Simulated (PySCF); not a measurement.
# C₅H₁₀OSSi₂: excited states

What do calculations give for the excited states of C₅H₁₀OSSi₂ (`[SiH3]O[SiH2]Cc1cccs1`)?

Computed with PySCF 2.14.0 and routines of our own; the level stands in each step. Atoms count from 0.

### 1 The starting structure

19 atoms, charge 0, multiplicity 1; geometry from: GFN2-xTB.

### 2 Excited states: TDA B3LYP/def2-SVP

The job: settings as JSON, then the geometry in Å.

```
{"job": {"kind": "states", "xc": "B3LYP", "basis": "def2-SVP", "tda": true, "soc": true, "nstates": 8, "ntriplets": 5, "nquad": 4}, "charge": 0, "multiplicity": 1}
Si    -2.288349     1.178188     0.835477
O     -2.114913    -0.192370    -0.020043
Si    -1.487867    -1.460950    -0.794917
C      0.252658    -1.854114    -0.091944
C      1.056597    -0.616694     0.039147
C      1.669749     0.102339    -0.940383
C      2.309934     1.268370    -0.461989
C      2.169182     1.429813     0.876017
S      1.254310     0.151811     1.581527
H     -1.282096     2.133796     0.375603
H     -2.110632     0.826548     2.241784
H     -3.648840     1.615474     0.531950
H     -2.393363    -2.578070    -0.540784
H     -1.384467    -1.075895    -2.201523
H      0.162706    -2.335186     0.882328
H      0.760576    -2.554949    -0.755878
H      1.669035    -0.196701    -1.973693
H      2.851594     1.952482    -1.091024
H      2.544383     2.215360     1.500884
```

Method: TDA B3LYP/def2-SVP excited states, vertical, gas phase, spin-orbit mean-field couplings.

The run is started by

```console
$ OMP_NUM_THREADS=1 python excited_run.py task.json out
```

This one command runs all jobs of the session in turn.

The program printed:

```text
coarse grid: 17592 points
cycle   1  E = -1248.2357289222  dE =  1.280e+00  |g| = 8.719e-01  |ddm| = 4.804e+00
cycle   2  E = -1247.9213614812  dE =  3.144e-01  |g| = 1.509e+00  |ddm| = 2.389e+00
cycle   3  E = -1248.3875888589  dE = -4.662e-01  |g| = 1.297e-01  |ddm| = 1.754e+00
cycle   4  E = -1248.3909468737  dE = -3.358e-03  |g| = 5.881e-02  |ddm| = 2.108e-01
cycle   5  E = -1248.3918112771  dE = -8.644e-04  |g| = 1.390e-02  |ddm| = 7.115e-02
cycle   6  E = -1248.3918631955  dE = -5.192e-05  |g| = 3.820e-03  |ddm| = 2.271e-02
cycle   7  E = -1248.3918666579  dE = -3.462e-06  |g| = 9.881e-04  |ddm| = 4.281e-03
final grid: 156568 points
cycle   8  E = -1248.5574265309  dE = -2.806e-05  |g| = 5.223e-03  |ddm| = 3.045e-02
cycle   9  E = -1248.5574168751  dE =  9.656e-06  |g| = 7.997e-03  |ddm| = 1.350e-02
cycle  10  E = -1248.5574333318  dE = -1.646e-05  |g| = 1.108e-03  |ddm| = 9.706e-03
cycle  11  E = -1248.5574336890  dE = -3.572e-07  |g| = 2.341e-04  |ddm| = 1.769e-03
cycle  12  E = -1248.5574337010  dE = -1.201e-08  |g| = 1.106e-04  |ddm| = 3.877e-04
cycle  13  E = -1248.5574337038  dE = -2.755e-09  |g| = 3.777e-05  |ddm| = 1.515e-04
cycle  14  E = -1248.5574337041  dE = -3.345e-10  |g| = 1.275e-05  |ddm| = 4.992e-05
converged SCF energy = -1248.5574337041

Singlet excitations
state   eV       nm        f     d(h-e)  d(exc)  Lambda  PR(NTO)  |dmu|/D   mu/D   main configurations
  1   5.6536   219.3   0.23188   0.385   3.253   0.713   1.119    0.858    1.529   H->L 0.74, H->L+1 0.15
  2   5.7608   215.2   0.03580   1.418   3.647   0.449   1.054    4.438    5.133   H->L+1 0.61, H->L+2 0.18, H->L 0.17
  3   5.9906   207.0   0.02635   0.591   3.226   0.577   2.016    1.975    2.641   H-1->L 0.43, H->L+2 0.39
  4   6.1361   202.1   0.03023   1.473   3.702   0.548   1.682    5.104    5.786   H->L+2 0.36, H-1->L 0.26, H->L+3 0.17
  5   6.4789   191.4   0.00332   1.257   3.260   0.351   1.008                     H-1->L+1 0.54, H-1->L+2 0.43
  6   6.8463   181.1   0.01902   2.067   4.034   0.532   1.050                     H->L+5 0.71, H->L+3 0.19
  7   6.8667   180.6   0.00967   2.684   4.272   0.368   1.100                     H-1->L+2 0.48, H-1->L+1 0.43
  8   6.9660   178.0   0.00171   2.051   4.535   0.340   1.318                     H->L+4 0.79, H-2->L 0.10

Triplet excitations (Tamm-Dancoff)
state   eV     d(h-e)  d(exc)  Lambda  PR(NTO)   main configurations
  1   3.6534   0.255   2.631   0.805   1.049   H->L 0.95
  2   4.7510   0.144   2.612   0.674   1.123   H-1->L 0.93
  3   5.5219   1.266   3.357   0.420   1.034   H->L+1 0.56, H->L+2 0.33, H->L+3 0.09
  4   5.6388   0.324   2.832   0.580   1.234   H->L+3 0.39, H->L+2 0.33, H->L+5 0.11
  5   5.9833   2.208   4.073   0.477   1.074   H->L+1 0.39, H->L+2 0.28, H->L+3 0.24
S1 - T1 = 2.0002 eV

Spin-orbit couplings |<S|Hso|T>| (cm-1)
             T1       T2       T3       T4       T5
S0        1.991    2.383    8.602    9.950   24.177
S1       14.480    2.546   33.161   17.648   13.478
S2       29.226    2.152   15.910    2.862    3.807
S3       18.147    0.279    7.072    2.542    3.692
S4       18.420    2.818    3.947    5.366    4.492
S5        2.059   38.040    1.047    8.545    2.454
S6       15.505    2.707   10.819    5.092   12.254
S7        3.001   17.461    3.628    3.551    2.263
S8        8.066    4.279   11.518    2.413    3.875
T1 sublevels (cm-1): 0.000 0.004 0.022   radiative rates (1/s): 2.28 0.0559 1.53
```

It took 92 s on 1 thread of Arm Neoverse N1, shared host; peak memory 0.86 GiB.

Key values:

| quantity | value |
| --- | --- |
| S1 less T1 | 2.00 eV |

The fields below are evaluated on a grid from the run's orbitals.

Frontier orbitals at B3LYP/def2-SVP, with the share of their density that lies nearest to each atom:

| orbital | energy (eV) | lies on |
| --- | --- | --- |
| HOMO | -6.13 | C4, C7 about 26 % each; C5 13 %; C6 9 % |
| LUMO | -0.38 | C4, C7 about 22 % each; S8 18 %; C5, C6 about 9 % each |

ELF in a plane through or near 6 of the atoms.

Ten even steps from ' ' (0.00) to '@' (1.00):
```
                                                        
                                                        
                                      ::==--            
                          ++##++....==@@@@@@%%::        
                        --@@@@@@**--##@@@@@@@@**        
                        ==@@@@@@##  ::@@@@@@@@##        
              ..::==..    @@@@@@----..++%%%%##::        
              ::++**--      ++==::::==--..              
        ..--==++####--        ..++%%##%%**::            
        --##%%..++**++::::::  ..**%%##%%##--            
        ::**##--==@@##**##==    ==**####--..            
          ::--++%%==##==##==  ....::==  ::::::..        
            ..::++**++++--  ..--::--++..%%@@@@**        
              ..--++**--    ..::--::..++@@@@@@**        
                  ....      ..    ....::++####::        
                          ..::            ..            
                            ..                          
                                                        
                                                        
                                                        
```
The map spans 11.9 Å across and 10.6 Å up, centred on the molecule. Atoms in the plane (x, y in Å): O1 (2.0, 0.5), Si2 (1.9, -1.1), C5 (-1.6, -0.8), C6 (-2.6, 0.2), H9 (0.5, 2.3), H11 (2.9, 2.7).

On the surface of density 0.002 e/bohr³ the electrostatic potential runs, from the 1st to the 99th percentile, from -0.62 V near C6 to 1.29 V near Si0.

### 3 Results

| quantity | value |
| --- | --- |
| S1 less T1 (step 2, TDA B3LYP/def2-SVP) | 2.00 eV |
| surface potential, 1st and 99th percentile | -0.62 V and 1.29 V |

In step 2, the number of triplets below S1 is 4, and the largest singlet-triplet spin-orbit coupling is S5–T2, 38.04 cm⁻¹. By nearest atom (B3LYP/def2-SVP), the HOMO sits on C4, C7 about 26 % each; C5 13 % and the LUMO on C4, C7 about 22 % each; S8 18 %.
